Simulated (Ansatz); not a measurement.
Crystal: SrMg3.

```
Sr Mg
1.0
     3.56868    0.00000    0.00000
    -1.78434    3.09057    0.00000
     0.00000    0.00000   10.94239
Sr Mg
1 3
Direct
  0.66667 0.33333 0.50000
  0.00000 0.00000 0.77182
  0.00000 0.00000 0.22818
  0.66667 0.33333 0.00000
```

The cell comes from a database or a generator and needn't be the stable form of this composition.

```yaml
Program: Ansatz 0.2.0
Task: relaxation of cell and atoms
Functional: revPBE
Potentials_or_basis: Ansatz PAW
Cutoff: "420 eV (not typed: the program's choice for these potentials)"
k_mesh: 9 × 9 × 3
Occupations: fermi-dirac, width 0.05 eV
Spin: no spin polarisation
```

At the start: volume 30.17 Å³/atom.

Task: Where does the relaxation end?

Result: It ends after 6 steps and the volume is 32.10 Å³/atom (+6.4 %); space group P-6m2 (No. 187, to 0.05 Å).

The path:
| step | energy change (eV) | largest force (eV/Å) | volume (Å³) |
| --- | --- | --- | --- |
| 1 | 0.0000 | 0.0686 | 120.69 |
| 2 | -0.0127 | 0.0166 | 123.14 |
| 3 | -0.0311 | 0.0026 | 128.00 |
| 4 | -0.0375 | 0.0167 | 129.30 |
| 5 | -0.0385 | 0.0022 | 128.40 |
| 6 | -0.0387 | 0.0021 | 128.40 |

Final structure:
```yaml
crystal:
  lattice:
    - [3.73964, 0.00000, 0.00000]
    - [-1.86982, 3.23862, 0.00000]
    - [0.00000, 0.00000, 10.60209]
  atoms:
    - { symbol: Sr, position: [0.66667, 0.33333, 0.50000] }
    - { symbol: Mg, position: [0.00000, 0.00000, 0.77729] }
    - { symbol: Mg, position: [0.00000, 0.00000, 0.22271] }
    - { symbol: Mg, position: [0.66667, 0.33333, 0.00000] }
```

Caveat: the plane-wave basis is chosen anew once the cell has moved, so the energies of steps on either side of that aren't comparable; the PAW data sets come from PBE, with cores solved anew for the run's functional, which leaves a small shift of forces and pressure.
